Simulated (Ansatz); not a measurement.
What does this script print? It uses the Ansatz DFT code, driven from Python.

The script reads `fh7n2si2.xyz`:
```text
12

N    -1.84300   -0.71450   -0.44100
Si   -0.58720   -0.78330    0.77890
Si    1.40950    0.36870    0.10830
N     1.04140    1.87420   -0.68570
F     2.22590   -0.47130   -0.96520
H    -1.52140   -1.27960   -1.21500
H    -2.62150   -1.20870   -0.04790
H    -0.34290   -2.21120    1.02490
H    -1.17660   -0.16520    1.95390
H     2.28600    0.66380    1.25870
H     0.63220    1.62920   -1.63710
H     0.31550    2.35280   -0.19360
```

`run_ip.py`
```python
# -*- coding: utf-8 -*-
"""Vertical ionisation energy of FH7N2Si2."""

from dataclasses import dataclass

import ansatz as az


@dataclass(frozen=True)
class RunConfig:
    basis: str = "def2-SVP"
    functional: str = "pbe"


settings = RunConfig()


def energy_of(molecule, charge=0, unpaired=0):
    calc = (
        molecule.calculation()
        .basis(gaussian=settings.basis)
        .functional(settings.functional)
        .accuracy("medium")
    )
    if charge:
        calc = calc.charge(charge)
    if unpaired:
        calc = calc.spin("collinear", total=unpaired)
    report = calc.run(threads=1).report
    if report["published_state_doubts"]:
        print("  doubts:", report["published_state_doubts"])
    return report["free_energy_ev"]


def main():
    molecule = az.Crystal.molecule_from_extxyz("fh7n2si2.xyz")

    # total-energy differences at one geometry
    parent = energy_of(molecule, 0, 0)
    cation = energy_of(molecule, 1, 1)
    print(f"E(N)   = {parent:.5f} eV")
    print(f"E(N-1) = {cation:.5f} eV  (1 unpaired)")
    print(f"vertical ionisation energy {cation - parent:.3f} eV")


if __name__ == "__main__":
    main()
```

Running `python run_ip.py` prints:
```text
E(N)   = -21544.35562 eV
E(N-1) = -21535.85488 eV  (1 unpaired)
vertical ionisation energy 8.501 eV
```

At this unrelaxed geometry removing an electron costs 8.50 eV.

What to keep in mind:
- The settings weren't tested for convergence.
- The geometry is a force-field or estimated start, not a minimum of this method, and the basis set is short of its limit. All parts are taken at fixed geometry, without zero-point energy. At an unrelaxed start these energies can be a whole eV from those at the minimum, and a small affinity can change sign.
- The whole script took 19 s on 1 thread of Arm Neoverse V1, on a shared host, peak memory 0.32 GiB.
